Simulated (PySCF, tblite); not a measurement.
**C5H11NSi: geometry, infrared bands and NMR shifts**

Wanted: the infrared bands and NMR shifts of C5H11NSi (`C=N[SiH2]CC(=C)C`), by calculation.

Programs: tblite 0.8.0 and PySCF 2.14.0, with density-fitted response routines of our own. Each step states its level of theory. These are calculated values for one molecule in the gas phase, unless marked as measured. Atoms count from 0, in the outputs and in this text.

## 1. The molecule as given

18 atoms, charge 0, multiplicity 1; geometry from: force field or distance geometry start.

Bonds of the start (Å): C0–N1 1.30, N1–Si2 1.73, Si2–C3 1.88, C3–C4 1.52, C4–C5 1.34, C4–C6 1.52, C0–H7 1.10, C0–H8 1.10, Si2–H9 1.48, Si2–H10 1.49, C3–H11 1.11, C3–H12 1.09, C5–H13 1.08, C5–H14 1.09, C6–H15 1.09, C6–H16 1.09, C6–H17 1.10.

## 2. Optimising the geometry with GFN2-xTB

Job settings and geometry (Å):

```
{"job": {"kind": "relax", "xc": "GFN2-xTB", "basis": "xTB"}, "charge": 0, "multiplicity": 1}
C      3.790400    -0.068000     0.248000
N      2.660000     0.448000     0.627400
Si     1.234400    -0.324800     0.023000
C     -0.238600     0.538500     0.805600
C     -1.618800     0.060900     0.394700
C     -2.396500    -0.679500     1.195500
C     -2.111400     0.526000    -0.962200
H      3.893700    -0.926300    -0.427300
H      4.730400     0.375300     0.609400
H      1.293800    -1.764900     0.364900
H      1.229100    -0.166100    -1.457900
H     -0.137500     0.415700     1.902800
H     -0.172300     1.611100     0.636300
H     -3.384900    -0.993000     0.901600
H     -2.055300    -0.982400     2.183700
H     -2.085900     1.616900    -1.007600
H     -1.492900     0.114900    -1.758900
H     -3.146400     0.204000    -1.143900
```

Started as:

```bash
> OMP_NUM_THREADS=1 python probes_run.py task.json out
```

This one command runs all jobs of the session in turn.

Log:

```text
step      E/eV     max force
  0    -568.86969    3.431
  1    -568.94409    3.185
  2    -569.00503    0.546
  3    -569.01520    0.400
  4    -569.02880    0.353
  5    -569.03478    0.350
  6    -569.04504    0.278
  7    -569.05767    0.302
  8    -569.06793    0.330
  9    -569.08010    0.274
 10    -569.08968    0.268
 11    -569.09741    0.245
 12    -569.10444    0.226
 13    -569.11249    0.225
 14    -569.11881    0.173
 15    -569.12270    0.163
 16    -569.12510    0.130
 17    -569.12673    0.096
 18    -569.12793    0.081
 19    -569.12888    0.069
 20    -569.12979    0.089
 21    -569.13083    0.094
 22    -569.13191    0.079
 23    -569.13281    0.068
 24    -569.13349    0.054
 25    -569.13408    0.069
 26    -569.13469    0.072
 27    -569.13529    0.060
 28    -569.13582    0.054
 29    -569.13631    0.055
 30    -569.13683    0.062
 31    -569.13738    0.065
 32    -569.13787    0.053
 33    -569.13827    0.044
 34    -569.13863    0.057
 35    -569.13900    0.061
 36    -569.13937    0.060
 37    -569.13973    0.049
 38    -569.14016    0.046
 39    -569.14084    0.085
 40    -569.14191    0.114
 41    -569.14321    0.103
 42    -569.14445    0.087
 43    -569.14569    0.089
 44    -569.14717    0.126
 45    -569.14946    0.208
 46    -569.15291    0.220
 47    -569.15553    0.538
 48    -569.15892    0.207
 49    -569.16367    0.170
 50    -569.16772    0.162
 51    -569.17009    0.360
 52    -569.17433    0.130
 53    -569.17770    0.126
 54    -569.18024    0.111
 55    -569.18191    0.134
 56    -569.18461    0.124
 57    -569.18660    0.143
 58    -569.18974    0.126
 59    -569.19231    0.104
 60    -569.19619    0.091
 61    -569.19912    0.115
 62    -569.20188    0.116
 63    -569.20440    0.127
 64    -569.20333    0.359
 65    -569.20612    0.535
 66    -569.20803    0.163
 67    -569.20894    0.047
 68    -569.20955    0.067
 69    -569.21056    0.112
 70    -569.21188    0.121
 71    -569.21352    0.085
 72    -569.21503    0.064
 73    -569.21606    0.061
 74    -569.21670    0.050
 75    -569.21717    0.038
 76    -569.21752    0.045
 77    -569.21773    0.048
 78    -569.21788    0.036
 79    -569.21801    0.031
 80    -569.21813    0.036
 81    -569.21824    0.032
 82    -569.21833    0.022
 83    -569.21840    0.020
 84    -569.21849    0.026
 85    -569.21860    0.032
 86    -569.21869    0.027
 87    -569.21875    0.019
 88    -569.21878    0.016
 89    -569.21882    0.017
 90    -569.21887    0.021
 91    -569.21892    0.018
 92    -569.21896    0.016
 93    -569.21898    0.013
 94    -569.21900    0.010
 95    -569.21902    0.011
 96    -569.21904    0.009
```

Run time: 1.3 s. Hardware: 1 thread of Intel Xeon at 2.50GHz, shared host; peak memory 0.18 GiB.

Relaxation path: (not every step is listed)

```tsv
step	energy from step 0 (eV)	largest force (eV/Å)
0	0.0000	3.4310
1	-0.0744	3.1850
2	-0.1353	0.5456
3	-0.1455	0.4003
4	-0.1591	0.3535
5	-0.1651	0.3502
6	-0.1753	0.2780
7	-0.1880	0.3023
8	-0.1982	0.3302
16	-0.2554	0.1299
24	-0.2638	0.0545
32	-0.2682	0.0534
40	-0.2722	0.1135
48	-0.2892	0.2066
56	-0.3149	0.1239
64	-0.3336	0.3587
72	-0.3453	0.0641
80	-0.3484	0.0356
88	-0.3491	0.0156
91	-0.3492	0.0181
92	-0.3493	0.0156
93	-0.3493	0.0127
94	-0.3493	0.0103
95	-0.3493	0.0112
96	-0.3493	0.0094
```

Close pairs (by a distance rule), those that changed most:

```tsv
bond	before (Å)	after (Å)	change (Å)
C0–N1	1.299	1.246	-0.053
Si2–C3	1.878	1.909	+0.031
C3–C4	1.517	1.491	-0.026
Si2–H10	1.489	1.464	-0.026
C4–C6	1.517	1.498	-0.019
C3–H11	1.109	1.091	-0.018
C4–C5	1.340	1.325	-0.015
C0–H8	1.100	1.088	-0.012
```

The next job starts from the end point, and lists it.

## 3. Harmonic vibrations with GFN2-xTB

Job settings and geometry (Å):

```
{"job": {"kind": "ir", "xc": "GFN2-xTB", "basis": "xTB"}, "charge": 0, "multiplicity": 1}
C      3.699422    -0.012484     0.479281
N      2.606174     0.320323    -0.017782
Si     1.114784    -0.478171    -0.336006
C     -0.141259     0.515339     0.703891
C     -1.543031     0.092432     0.423302
C     -2.219697    -0.706231     1.235409
C     -2.132427     0.614061    -0.851141
H      3.943353    -1.016073     0.840634
H      4.490749     0.728247     0.573366
H      0.995756    -1.907729    -0.017364
H      0.957635    -0.259027    -1.774755
H      0.083023     0.380915     1.762590
H     -0.018901     1.573951     0.473792
H     -3.227502    -1.019020     1.020805
H     -1.793735    -1.077417     2.152353
H     -2.142152     1.703876    -0.843853
H     -1.530360     0.294876    -1.700748
H     -3.150591     0.258450    -0.988749
```

Log:

```text
mode    cm-1     km/mol
  1      22.1      1.19
  2      58.4      1.26
  3      77.9      1.76
  4     129.7      0.42
  5     154.4      7.57
  6     190.4      6.94
  7     245.6      7.33
  8     379.8      2.42
  9     417.5      2.34
 10     460.8     11.87
 11     478.5     20.60
 12     494.1     40.62
 13     588.1     38.64
 14     666.2      9.46
 15     723.3    180.13
 16     757.7     16.68
 17     773.5    140.74
 18     799.8    214.47
 19     801.6    100.47
 20     875.5     33.19
 21     891.1     20.91
 22     973.9      7.15
 23     997.5     10.78
 24    1016.7      9.27
 25    1041.1      3.46
 26    1121.8      4.83
 27    1142.2     15.14
 28    1209.8     31.76
 29    1285.2     46.02
 30    1401.4      8.36
 31    1424.5      5.58
 32    1453.9      1.35
 33    1464.3      1.07
 34    1483.0      3.60
 35    1490.5      3.39
 36    1721.1     35.20
 37    1767.0     83.77
 38    2196.5    365.41
 39    2254.9    216.39
 40    2867.3    100.01
 41    2965.0     58.10
 42    2980.4     36.81
 43    2988.3     25.01
 44    3000.6     36.27
 45    3017.9     35.88
 46    3041.0     33.37
 47    3101.0     27.72
 48    3122.3     64.86
```

Run time: 1.2 s. Hardware: 1 thread of Intel Xeon at 2.50GHz, shared host; peak memory 0.18 GiB.

The strongest bands and the atoms that carry them (share of the mass-weighted mode):

```tsv
cm⁻¹	km/mol	atoms
723	180.1	H10 46 %, H9 27 %, N1 13 %
774	140.7	Si2 33 %, N1 15 %, H9 14 %, H10 12 %
800	214.5	Si2 21 %, H10 21 %, C3 11 %, H12 11 %
802	100.5	H9 24 %, C3 18 %, H12 18 %, H11 14 %
1767	83.8	N1 49 %, C0 48 %
2196	365.4	H9 93 %
2255	216.4	H10 93 %
2867	100.0	H7 91 %
```

## 4. NMR shieldings: PBE0/pcSseg-1

Same as in step 3 but for these lines:

```diff
@@ -1,2 +1,2 @@
-{"job": {"kind": "ir", "xc": "GFN2-xTB", "basis": "xTB"}, "charge": 0, "multiplicity": 1}
+{"job": {"kind": "nmr", "xc": "PBE0", "basis": "pcSseg-1"}, "charge": 0, "multiplicity": 1}
 C      3.699422    -0.012484     0.479281
```

Method: GIAO PBE0/pcSseg-1 NMR shielding, non-relativistic, gas phase.

Log:

```text
coarse grid: 14936 points
cycle   1  E = -540.7803495520  dE =  6.673e-01  |g| = 5.319e-01  |ddm| = 3.742e+00
cycle   2  E = -540.7111484382  dE =  6.920e-02  |g| = 7.711e-01  |ddm| = 1.172e+00
cycle   3  E = -540.8477707146  dE = -1.366e-01  |g| = 1.485e-01  |ddm| = 7.520e-01
cycle   4  E = -540.8526145446  dE = -4.844e-03  |g| = 2.952e-02  |ddm| = 1.271e-01
cycle   5  E = -540.8528208704  dE = -2.063e-04  |g| = 6.824e-03  |ddm| = 3.336e-02
cycle   6  E = -540.8528302507  dE = -9.380e-06  |g| = 3.409e-03  |ddm| = 8.897e-03
cycle   7  E = -540.8528331321  dE = -2.881e-06  |g| = 7.073e-04  |ddm| = 3.227e-03
final grid: 138056 points
cycle   8  E = -540.8923941929  dE = -3.505e-05  |g| = 8.194e-03  |ddm| = 2.943e-02
cycle   9  E = -540.8923875570  dE =  6.636e-06  |g| = 9.691e-03  |ddm| = 1.689e-02
cycle  10  E = -540.8924113242  dE = -2.377e-05  |g| = 1.718e-03  |ddm| = 9.587e-03
cycle  11  E = -540.8924120126  dE = -6.884e-07  |g| = 2.661e-04  |ddm| = 1.436e-03
cycle  12  E = -540.8924120273  dE = -1.468e-08  |g| = 1.013e-04  |ddm| = 3.162e-04
cycle  13  E = -540.8924120293  dE = -2.070e-09  |g| = 4.405e-05  |ddm| = 1.189e-04
cycle  14  E = -540.8924120298  dE = -4.156e-10  |g| = 6.729e-06  |ddm| = 3.572e-05
converged SCF energy = -540.8924120298

GIAO shielding tensors (ppm)
atom      isotropic    diamagn.    paramagn.     s11        s22        s33       span
  0 C       15.921     250.977    -235.056    -78.177     -0.692    126.632    204.810
  1 N     -158.493     333.072    -491.565   -571.799   -188.091    284.412    856.211
  2 Si     380.612     882.439    -501.827    341.182    376.732    423.922     82.740
  3 C      156.555     254.094     -97.539    134.104    144.588    190.973     56.869
  4 C       37.425     261.951    -224.526    -84.821     34.361    162.736    247.557
  5 C       70.950     252.006    -181.056    -31.050    102.236    141.665    172.716
  6 C      159.804     246.575     -86.771    141.725    151.809    185.878     44.153
  7 H       22.959      29.256      -6.296     21.031     22.162     25.686      4.655
  8 H       23.075      27.350      -4.274     21.731     22.883     24.611      2.880
  9 H       26.900      31.422      -4.523     24.142     25.552     31.005      6.864
 10 H       26.413      30.980      -4.566     23.503     25.679     30.058      6.554
 11 H       29.620      34.069      -4.448     25.802     28.870     34.189      8.387
 12 H       29.518      33.275      -3.757     26.121     28.348     34.084      7.963
 13 H       26.693      30.714      -4.021     23.734     25.413     30.932      7.198
 14 H       26.785      32.463      -5.677     23.690     25.362     31.304      7.614
 15 H       29.838      29.083       0.755     26.256     28.065     35.192      8.936
 16 H       29.577      30.729      -1.153     25.294     29.370     34.065      8.771
 17 H       29.822      29.610       0.213     26.018     28.430     35.019      9.002
```

Wall time 90 s (1 thread of Intel Xeon at 2.50GHz, shared host); peak memory 0.82 GiB.

Shifts follow as δ = σ(reference) − σ, with reference shieldings (ppm) from runs at the same level and on the same kind of geometry: 1H TMS 31.72, 13C TMS 186.9, 29Si TMS 349.2, 15N NH3 267.7. The references are single molecules in the gas phase, so shifts against H2O, NH3, PH3, H3PO4 or CFCl3 are not on the usual liquid scales and can be off by tens of ppm. Atoms listed in one row are averaged.

```tsv
atoms	environment	σ (ppm)	δ (ppm)	δ scaled to CDCl3
C0	C=N carbon	15.9	171.0	165.0
C4	fully substituted alkene carbon	37.4	149.5	144.0
C5	terminal =CH2 carbon	71.0	116.0	111.3
C3	allylic sp3 CH2 bonded to Si	156.6	30.4	27.7
C6	allylic methyl carbon	159.8	27.1	24.6
H7	hydrogen on a C=N carbon	22.96	8.76	8.36
H8	hydrogen on a C=N carbon	23.07	8.64	8.25
H9, H10	hydrogen on a silicon bonded to C, N	26.66	5.06	–
H13	hydrogen on a terminal =CH2 carbon	26.69	5.02	4.84
H14	hydrogen on a terminal =CH2 carbon	26.79	4.93	4.75
H11, H12	hydrogen on an allylic sp3 CH2 bonded to Si	29.57	2.15	2.13
H15, H16, H17	hydrogen on an allylic methyl carbon	29.75	1.97	1.96
N1	imine nitrogen	-158.5	426.2	–
Si2	silicon bonded to C, N, 2 H	380.6	-31.5	–
```

The scaled column applies a straight-line fit of computed shieldings to shifts measured in CDCl3 (root-mean-square error 0.16 ppm for H, 1.9 ppm for C).

The run also stored atomic charges by several schemes (e):

```tsv
atoms	Mulliken	IAO	Hirshfeld	ESP fit
C0	0.06	-0.08	0.03	0.27
N1	-0.56	-0.52	-0.23	-0.63
Si2	0.76	0.89	0.37	0.81
C3	-0.41	-0.54	-0.16	-0.57
C4	-0.48	0.04	0.01	0.39
C5	-0.06	-0.36	-0.13	-0.69
C6	-0.15	-0.42	-0.12	-0.53
```

Mayer bond orders: C0–N1 1.96, N1–Si2 0.97, Si2–C3 0.89, C3–C4 1.03, C4–C5 1.97, C4–C6 1.05.

The fields below are evaluated on a grid from the run's orbitals.

Frontier orbitals at PBE0/pcSseg-1, with the share of their density that lies nearest to each atom:

```tsv
orbital	energy (eV)	lies on
HOMO	-6.82	C5 34 %; C4 24 %; N1 7 %
LUMO	-0.79	C0 35 %; N1 31 %; H7, H8 about 9 % each
```

ELF in a plane through or near 7 of the atoms.

Ten even steps from '0' (0.00) to '9' (1.00):
```
0000000000000000000000000000
0000000000000000000000000000
0000000000000000000000000000
0000000000000000000000000000
0000000000001000000000000000
0000000000014100652000000000
0000000242015201885354000000
0000112477324200742999300000
0001455766802620552999400000
0001462566812854697687000000
0000263267617967234000000000
0000289822325644686563000000
0000489700000100533999200000
0000045200000001885899100000
0000000000000006998364000000
0000000000000007998000000000
0000000000000002984000000000
0000000000000000000000000000
0000000000000000000000000000
0000000000000000000000000000
```
The map spans 14.2 Å across and 9.9 Å up, centred on the molecule. Atoms in the plane (x, y in Å): C0 (-3.7, 0.0), N1 (-2.6, 0.5), C4 (1.5, -0.3), C5 (2.1, -1.4), C6 (2.2, 1.1), H14 (1.6, -2.4), H17 (3.2, 0.9).

On the surface of density 0.002 e/bohr³ the electrostatic potential runs, from the 1st to the 99th percentile, from -1.34 V near N1 to 0.91 V near H9.

## 5. Summary of results

| quantity | value |
| --- | --- |
| strongest single infrared mode (GFN2-xTB) | 2196 cm⁻¹, 365 km/mol |
| zero-point energy (GFN2-xTB) | 89.4 kcal/mol |
| 13C shifts against TMS (PBE0/pcSseg-1) | 171.0, 149.5, 116.0, 30.4, 27.1 ppm |
| 1H shifts against TMS (PBE0/pcSseg-1, means over atoms taken as alike) | 8.76, 8.64, 5.06, 5.02, 4.93, 2.15, 1.97 ppm |
| 15N shifts against NH3 (PBE0/pcSseg-1) | 426.2 ppm |
| 29Si shifts against TMS (PBE0/pcSseg-1) | -31.5 ppm |
| surface potential, 1st and 99th percentile | -1.34 V and 0.91 V |

In words: Relaxing lowered the energy by 0.349 eV in 96 steps; the close pair that moved most is C0–N1, from 1.299 to 1.246 Å. All 48 modes are real, so the xTB geometry is a minimum. The strongest single mode, at 2196 cm⁻¹, moves mainly H9. GFN2-xTB is a fitted tight-binding method: band positions and strengths are rough. Its intensities can rank the bands wrongly. At PBE0/pcSseg-1: Shielding is most anisotropic at N1 (span 856 ppm, paramagnetic term -492 ppm). At PBE0/pcSseg-1, counted by nearest atom on the grid, the HOMO lies on C5 34 %; C4 24 %, the LUMO on C0 35 %; N1 31 %.
